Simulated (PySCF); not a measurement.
# C₂F₄O: NMR shifts, electronic excitations and K edges in gas and solvents, part 2 of 2

PySCF 2.14.0. Atoms count from 0. The steps go on from the part before.

## (9) TDDFT and polarisability: wB97X-D/def2-SVPD in benzene

What the job is given:

```
{"job": {"kind": "uv", "xc": "wB97X-D", "basis": "def2-SVPD", "solvent": "benzene", "nstates": 6, "ntriplets": 0}, "charge": 0, "multiplicity": 1}
O      1.328517     0.733756    -1.130987
C      0.756023    -0.086971    -0.514289
F      1.122485    -1.356036    -0.449556
C     -0.513112     0.127944     0.326277
F     -0.289300    -0.244734     1.580567
F     -1.504592    -0.604840    -0.167017
F     -0.860918     1.398350     0.304374
```

With the program's defaults for keys left out, this is: TDDFT wB97X-D/def2-SVPD, vertical, IEF-PCM benzene (non-equilibrium linear response), core orbitals frozen in the response.

Output:

```text
coarse grid: 7608 points
cycle   1  E = -549.8708579521  dE =  1.509e+00  |g| = 1.284e+00  |ddm| = 3.116e+00
cycle   2  E = -549.6164114293  dE =  2.544e-01  |g| = 1.844e+00  |ddm| = 2.380e+00
cycle   3  E = -550.1834578167  dE = -5.670e-01  |g| = 1.598e-01  |ddm| = 1.423e+00
cycle   4  E = -550.1869954684  dE = -3.538e-03  |g| = 8.504e-02  |ddm| = 1.741e-01
cycle   5  E = -550.1881872359  dE = -1.192e-03  |g| = 1.288e-02  |ddm| = 6.904e-02
cycle   6  E = -550.1882214435  dE = -3.421e-05  |g| = 4.340e-03  |ddm| = 1.628e-02
cycle   7  E = -550.1882261709  dE = -4.727e-06  |g| = 1.858e-03  |ddm| = 7.007e-03
final grid: 80040 points
cycle   8  E = -550.2624176668  dE = -1.352e-04  |g| = 8.757e-03  |ddm| = 1.395e-01
cycle   9  E = -550.2624176358  dE =  3.095e-08  |g| = 9.916e-03  |ddm| = 2.157e-02
cycle  10  E = -550.2624320701  dE = -1.443e-05  |g| = 1.064e-03  |ddm| = 5.908e-03
cycle  11  E = -550.2624322371  dE = -1.670e-07  |g| = 5.928e-04  |ddm| = 1.876e-03
cycle  12  E = -550.2624323054  dE = -6.835e-08  |g| = 2.401e-04  |ddm| = 8.437e-04
cycle  13  E = -550.2624323165  dE = -1.108e-08  |g| = 3.248e-05  |ddm| = 2.380e-04
cycle  14  E = -550.2624323170  dE = -4.566e-10  |g| = 2.086e-05  |ddm| = 8.329e-05
converged SCF energy = -550.2624323170

Static polarisability (au): isotropic 33.971, principal 28.807 34.001 39.104

Singlet excitations
state   eV       nm        f      main configurations
  1   5.8546    211.8   0.00154   H->L 0.97
  2   8.5153    145.6   0.00123   H-2->L 0.94
  3   9.2795    133.6   0.15010   H-1->L 0.82
  4   9.9029    125.2   0.00385   H-3->L 0.99
  5   9.9427    124.7   0.07675   H->L+1 0.80
  6  10.4170    119.0   0.00089   H-5->L 0.93
```

Wall time 14 s (1 thread of Arm Neoverse V1, shared host); peak memory 0.71 GiB.

This run: HOMO -12.17 eV, LUMO -0.02 eV; lowest singlet 5.85 eV.

## (10) TDDFT and polarisability: wB97X-D/def2-SVPD in chloroform

What the job is given:

```
{"job": {"kind": "uv", "xc": "wB97X-D", "basis": "def2-SVPD", "solvent": "chloroform", "nstates": 6, "ntriplets": 0}, "charge": 0, "multiplicity": 1}
O      1.328517     0.733756    -1.130987
C      0.756023    -0.086971    -0.514289
F      1.122485    -1.356036    -0.449556
C     -0.513112     0.127944     0.326277
F     -0.289300    -0.244734     1.580567
F     -1.504592    -0.604840    -0.167017
F     -0.860918     1.398350     0.304374
```

With the program's defaults for keys left out, this is: TDDFT wB97X-D/def2-SVPD, vertical, IEF-PCM chloroform (non-equilibrium linear response), core orbitals frozen in the response.

Output:

```text
coarse grid: 7608 points
cycle   1  E = -549.8754912126  dE =  1.505e+00  |g| = 1.277e+00  |ddm| = 3.116e+00
cycle   2  E = -549.6404550915  dE =  2.350e-01  |g| = 1.808e+00  |ddm| = 2.354e+00
cycle   3  E = -550.1849663148  dE = -5.445e-01  |g| = 1.503e-01  |ddm| = 1.393e+00
cycle   4  E = -550.1880662450  dE = -3.100e-03  |g| = 8.163e-02  |ddm| = 1.668e-01
cycle   5  E = -550.1891634401  dE = -1.097e-03  |g| = 1.260e-02  |ddm| = 6.665e-02
cycle   6  E = -550.1891963959  dE = -3.296e-05  |g| = 4.122e-03  |ddm| = 1.579e-02
cycle   7  E = -550.1892007532  dE = -4.357e-06  |g| = 1.777e-03  |ddm| = 6.752e-03
final grid: 80040 points
cycle   8  E = -550.2633883278  dE = -1.357e-04  |g| = 8.761e-03  |ddm| = 1.398e-01
cycle   9  E = -550.2633886069  dE = -2.791e-07  |g| = 9.838e-03  |ddm| = 2.163e-02
cycle  10  E = -550.2634027967  dE = -1.419e-05  |g| = 1.036e-03  |ddm| = 5.846e-03
cycle  11  E = -550.2634029639  dE = -1.671e-07  |g| = 5.748e-04  |ddm| = 1.901e-03
cycle  12  E = -550.2634030301  dE = -6.617e-08  |g| = 2.378e-04  |ddm| = 8.415e-04
cycle  13  E = -550.2634030410  dE = -1.099e-08  |g| = 3.435e-05  |ddm| = 2.413e-04
cycle  14  E = -550.2634030416  dE = -5.336e-10  |g| = 2.126e-05  |ddm| = 9.032e-05
converged SCF energy = -550.2634030416

Static polarisability (au): isotropic 35.749, principal 30.328 35.565 41.355

Singlet excitations
state   eV       nm        f      main configurations
  1   5.8836    210.7   0.00154   H->L 0.97
  2   8.5254    145.4   0.00127   H-2->L 0.94
  3   9.2945    133.4   0.14963   H-1->L 0.82
  4   9.8971    125.3   0.00405   H-3->L 0.99
  5   9.9619    124.5   0.07444   H->L+1 0.80
  6  10.4201    119.0   0.00070   H-5->L 0.94
```

It took 15 s on 1 thread of Arm Neoverse V1, shared host; peak memory 0.71 GiB.

In short: HOMO -12.15 eV, LUMO 0.03 eV; lowest singlet 5.88 eV.

## (11) K-edge absorption: BHandHLYP/aug-pcX-1

What the job is given:

```
{"job": {"kind": "xas", "xc": "BHandHLYP", "basis": {"default": "aug-pcX-1", "H": "pcseg-1"}}, "charge": 0, "multiplicity": 1}
O      1.328517     0.733756    -1.130987
C      0.756023    -0.086971    -0.514289
F      1.122485    -1.356036    -0.449556
C     -0.513112     0.127944     0.326277
F     -0.289300    -0.244734     1.580567
F     -1.504592    -0.604840    -0.167017
F     -0.860918     1.398350     0.304374
```

Method: core-valence-separated TDA BHandHLYP/aug-pcX-1 H:pcseg-1, K edges, non-relativistic, gas phase.

Output:

```text
coarse grid: 7608 points
cycle   1  E = -550.2083371520  dE =  1.487e+00  |g| = 1.260e+00  |ddm| = 3.006e+00
cycle   2  E = -549.9348847939  dE =  2.735e-01  |g| = 1.860e+00  |ddm| = 1.859e+00
cycle   3  E = -550.4888237822  dE = -5.539e-01  |g| = 1.851e-01  |ddm| = 1.230e+00
cycle   4  E = -550.4933290026  dE = -4.505e-03  |g| = 9.811e-02  |ddm| = 1.619e-01
cycle   5  E = -550.4948056609  dE = -1.477e-03  |g| = 1.312e-02  |ddm| = 6.631e-02
cycle   6  E = -550.4948374298  dE = -3.177e-05  |g| = 4.597e-03  |ddm| = 1.062e-02
cycle   7  E = -550.4948422908  dE = -4.861e-06  |g| = 1.927e-03  |ddm| = 5.275e-03
final grid: 80040 points
cycle   8  E = -550.5162800994  dE = -1.088e-04  |g| = 4.125e-03  |ddm| = 1.945e-02
cycle   9  E = -550.5162794033  dE =  6.961e-07  |g| = 4.142e-03  |ddm| = 3.878e-03
cycle  10  E = -550.5162817933  dE = -2.390e-06  |g| = 6.297e-04  |ddm| = 2.390e-03
cycle  11  E = -550.5162818430  dE = -4.962e-08  |g| = 3.868e-04  |ddm| = 5.357e-04
cycle  12  E = -550.5162818659  dE = -2.295e-08  |g| = 3.489e-05  |ddm| = 2.345e-04
cycle  13  E = -550.5162818663  dE = -4.120e-10  |g| = 1.715e-05  |ddm| = 4.624e-05
converged SCF energy = -550.5162818663

C K edge
   eV          f      from atoms
  285.356   0.08416   C1
  290.981   0.03678   C3
  291.127   0.02698   C1
  292.640   0.01796   C1
  292.742   0.10061   C3
  293.280   0.00593   C1
  293.320   0.01939   C1
  293.500   0.06986   C3
  293.793   0.00614   C1
  294.192   0.02848   C1
  294.664   0.00038   C1
  294.756   0.00552   C1

O K edge
   eV          f      from atoms
  529.049   0.05183   O0
  535.093   0.00166   O0
  536.314   0.01032   O0
  536.657   0.00107   O0
  536.834   0.00218   O0
  537.391   0.00973   O0
  537.948   0.00123   O0
  538.031   0.00161   O0

F K edge
   eV          f      from atoms
  685.104   0.01415   F2
  686.058   0.02063   F5
  686.110   0.01985   F4
  686.832   0.00326   F6
  687.343   0.02454   F2
  687.692   0.03435   F6
  688.414   0.00389   F4
  688.438   0.00198   F5
  688.671   0.01232   F6
  688.780   0.02855   F4
  688.845   0.02675   F5
  689.083   0.02278   F2
  689.502   0.00621   F5
  689.524   0.00688   F4
  689.699   0.00136   F6
  689.800   0.00540   F2
  689.819   0.00520   F6
  689.823   0.00981   F6
  689.838   0.00786   F5
  689.846   0.01040   F4
```

It took 16 s on 1 thread of Arm Neoverse V1, shared host; peak memory 0.83 GiB.

## (12) Comparing the runs: NMR shifts

Shifts (ppm), means over like atoms, with basis size and wall time (the measured row can stand on another reference than the computed rows):

| run | C1 | C3 | O0 | F2 | F4 | functions | time |
| --- | --- | --- | --- | --- | --- | --- | --- |
| PBE0/pcSseg-1 in benzene | 156.4 | 118.6 | 455.0 | 24.8 | -86.6 | 119 | 7.2 s |
| PBE0/pcSseg-1 in chloroform | 157.0 | 118.9 | 452.2 | 25.6 | -86.0 | 119 | 6 s |
| PBE0/pcSseg-1 in dichloromethane | 157.3 | 119.1 | 450.6 | 25.9 | -85.6 | 119 | 6.2 s |
| WP04/pcSseg-1 in chloroform | 156.3 | 122.7 | 440.7 | 27.9 | -80.4 | 119 | 6.5 s |
| wB97X-D/pcSseg-1 in chloroform | 157.6 | 119.0 | 450.0 | 29.6 | -79.1 | 119 | 8.2 s |
| measured | – | – | – | 15.0 | -76.0 | – | – |

Measured: solution; E. Pretsch, P. Bühlmann, M. Badertscher, Structure Determination of Organic Compounds, 4th ed., Springer 2009; Wikipedia, Fluorine-19 nuclear magnetic resonance spectroscopy.

## (13) Comparing the runs: electronic excitations

Excitations and ground-state properties, with basis size and wall time:

```csv
run,lowest singlet (eV),brightest (eV),f,gap (eV),α (Å³),μ (D),functions,time
wB97X-D/def2-SVPD,5.81,9.33,0.110,12.12,4.62,0.76,155,17 s
wB97X-D/def2-SVPD in benzene,5.85,9.28,0.150,12.15,5.03,0.85,155,14 s
wB97X-D/def2-SVPD in chloroform,5.88,9.29,0.150,12.18,5.30,0.90,155,15 s
```

The continuum's effect on the ground state:

```csv
solvent,ε,polarisation energy (Eh),μ (D)
benzene,2.27,-0.0016,0.85
chloroform,4.71,-0.0026,0.90
```

## (14) Outcome

The summary covers parts 1 to 2.

```
                                                                          quantity                                                  value
                                              rotational constants (main isotopes)                                   3.87, 2.51, 2.07 GHz
                                   13C shifts against TMS (PBE0/pcSseg-1, benzene)                                       156.4, 118.6 ppm
                                   17O shifts against H2O (PBE0/pcSseg-1, benzene)                                              455.0 ppm
19F shifts against CFCl3 (PBE0/pcSseg-1, benzene, means over atoms taken as alike)                                        24.8, -86.6 ppm
                                          measured, and computed on the same scale                 F4 δ -76.0, -86.6; F2 δ 15.0, 24.8 ppm
                                                lowest singlet (wB97X-D/def2-SVPD)                            5.81 eV (213 nm), f = 0.001
                                          brightest single state of those computed                            state 3, 9.33 eV, f = 0.110
                                                                          C K edge  first line 285.36 eV, strongest 292.74 eV (f = 0.101)
                                                                          O K edge  first line 529.05 eV, strongest 529.05 eV (f = 0.052)
                                                                          F K edge  first line 685.10 eV, strongest 687.69 eV (f = 0.034)
                                     range of the shift of O0 (PBE0/pcSseg-1 runs)                                     450.6 to 455.0 ppm
                                                       range of the lowest singlet                                        5.81 to 5.88 eV
```

What this shows: The optimisation took 7 steps and gained 0.092 eV; among the close pairs (by a distance rule), C3–F6 changed most, from 1.339 to 1.317 Å. At PBE0/pcSseg-1: The largest span, 669 ppm, is at O0, where the paramagnetic term is -515 ppm. 2 measured 19F shifts can be compared: mean absolute error 10.2 ppm, mean signed error -0.4 ppm. Vibration and temperature are missing from the calculation, so part of the miss against the measured shifts is not the functional's. The first singlet state (HOMO→LUMO 0.97) lies at 5.81 eV and is weak; of the 6 states computed, the strongest absorption comes from state 3 at 9.33 eV. At the C edge the strongest single line lifts a 1s electron of C3 into several orbitals, led by LUMO+11 (weight 0.47), 7.4 eV above the first line. At the O edge the strongest single line lifts a 1s electron of O0 into LUMO (weight 0.93), and it is the first line. At the F edge the strongest single line lifts a 1s electron of F6 into several orbitals, led by LUMO+11 (weight 0.26), 2.6 eV above the first line. Absolute edge energies from this method are off by several eV; spacings are better. At one level, PBE0/pcSseg-1: In ppm, O0 moves most: its shift spreads over 4.4 ppm, from 450.6 (PBE0/pcSseg-1 in dichloromethane) to 455.0 (PBE0/pcSseg-1 in benzene). The lowest singlet runs from 5.81 eV (wB97X-D/def2-SVPD) to 5.88 eV (wB97X-D/def2-SVPD in chloroform), while the orbital gap spans 12.12 to 12.18 eV. The lowest state need not be the same one in every run. The continuum holds electrostatics alone: no hydrogen bonds to the solvent, and the gas-phase geometry is kept.
